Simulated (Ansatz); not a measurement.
Debugging a ladder of methods at one geometry of C2H6BFO, SMILES COB(C)F (Ansatz's Python interface).

Script `c2h6bfo.py`:
```python
"""C2H6BFO at several levels of theory."""

from pathlib import Path

import ansatz as az
import numpy as np

GEOMETRY = """
C    -1.30780    0.79430    0.64550
O     0.03530    0.99750    0.72770
B     0.63460    0.33960   -0.44110
C     1.21720   -1.16290   -0.32720
F     0.90170    1.07430   -1.66210
H    -1.82630    1.35730    1.50280
H    -1.73800    1.32520   -0.28000
H    -1.61160   -0.21820    0.67080
H     0.90960   -1.55910    0.72500
H     2.24040   -1.22740   -0.46880
H     0.61020   -1.77760   -1.07200
"""

mol = az.Crystal.molecule()
for line in GEOMETRY.strip().splitlines():
    symbol, *xyz = line.split()
    mol = mol.atom(symbol, [float(v) for v in xyz])

model = (
    mol.calculation()
    .basis(gaussian="cc-pVDZ")
    .kpoints(2, 2, 2)
)

print("functional    E (Ha)        dipole (D)   HOMO (eV)  LUMO (eV)")
for name in ["pbe", "revpbe", "r2scan0", "lc_wpbe"]:
    report = model.functional(name).forces().orbitals().run(runs_dir="runs").report
    lines = Path(report["orbitals_path"]).read_text().splitlines()
    field_of = lambda key: [line.split("=")[1].strip() for line in lines if line.startswith(key)]
    orbitals = [(27.211386 * float(e), s, float(n)) for e, s, n in zip(field_of("Ene="), field_of("Spin="), field_of("Occup="))]
    homo = max(e for e, _, n in orbitals if n > 0.5)
    lumo = min(e for e, _, n in orbitals if n < 0.5)
    dipole = 4.803205 * np.linalg.norm(report["charge_distribution"]["dipole_moment_e_ang"])
    print(f"{name:10s} {report['free_energy_ev'] / 27.211386246:14.6f} {dipole:9.3f} {homo:11.3f} {lumo:10.3f}")
```

`python c2h6bfo.py` gives:
```text
functional    E (Ha)        dipole (D)   HOMO (eV)  LUMO (eV)
Traceback (most recent call last):
  File "c2h6bfo.py", line 35, in <module>
    report = model.functional(name).forces().orbitals().run(runs_dir="runs").report
             ~~~~~~~~~~~~~~~~~~~~~~~~~~~~~~~~~~~~~~~~~~~~~~^^^^^^^^^^^^^^^^^
  ...
ansatz.RefusalError: invalid value for `basis.gaussian`: such a run doesn't read kpoints; remove what it names
```
(Library frames cut from the traceback.)

Why does it end like this?

The fault: a molecule in a Gaussian basis takes no k-points. Mended:

The script, `c2h6bfo.py`:
```python
"""C2H6BFO at several levels of theory."""

from pathlib import Path

import ansatz as az
import numpy as np

GEOMETRY = """
C    -1.30780    0.79430    0.64550
O     0.03530    0.99750    0.72770
B     0.63460    0.33960   -0.44110
C     1.21720   -1.16290   -0.32720
F     0.90170    1.07430   -1.66210
H    -1.82630    1.35730    1.50280
H    -1.73800    1.32520   -0.28000
H    -1.61160   -0.21820    0.67080
H     0.90960   -1.55910    0.72500
H     2.24040   -1.22740   -0.46880
H     0.61020   -1.77760   -1.07200
"""

mol = az.Crystal.molecule()
for line in GEOMETRY.strip().splitlines():
    symbol, *xyz = line.split()
    mol = mol.atom(symbol, [float(v) for v in xyz])

model = mol.calculation().basis(gaussian="cc-pVDZ")

print("functional    E (Ha)        dipole (D)   HOMO (eV)  LUMO (eV)")
for name in ["pbe", "revpbe", "r2scan0", "lc_wpbe"]:
    report = model.functional(name).forces().orbitals().run(runs_dir="runs").report
    lines = Path(report["orbitals_path"]).read_text().splitlines()
    field_of = lambda key: [line.split("=")[1].strip() for line in lines if line.startswith(key)]
    orbitals = [(27.211386 * float(e), s, float(n)) for e, s, n in zip(field_of("Ene="), field_of("Spin="), field_of("Occup="))]
    homo = max(e for e, _, n in orbitals if n > 0.5)
    lumo = min(e for e, _, n in orbitals if n < 0.5)
    dipole = 4.803205 * np.linalg.norm(report["charge_distribution"]["dipole_moment_e_ang"])
    print(f"{name:10s} {report['free_energy_ev'] / 27.211386246:14.6f} {dipole:9.3f} {homo:11.3f} {lumo:10.3f}")
```

The mended script runs so:

Running `python c2h6bfo.py` prints:
```text
functional    E (Ha)        dipole (D)   HOMO (eV)  LUMO (eV)
pbe           -279.479850     1.800      -6.234     -1.457
revpbe        -279.720665     1.776      -6.201     -1.340
r2scan0       -279.635673     2.048      -8.199     -0.168
lc_wpbe       -279.643803     1.995     -10.712      2.074
```

Reading the output:
- Total energies depend on the basis set; only differences at equal settings carry meaning.
- The geometry is a force-field or estimated start, not a minimum of this method, and the basis set is short of its limit. A lower total doesn't mark the better method: functionals have no common bound, and MP2 and coupled cluster aren't variational.
- Levels such as HOMO and LUMO are orbital energies: with these approximate functionals they aren't the ionisation energy and electron affinity, and their gap isn't the fundamental gap.
- Finished in 17 s on 1 thread of Arm Neoverse V1 (shared host), peak memory 0.27 GiB.

(Lines on the test bed's own set-up are left out of the output.)
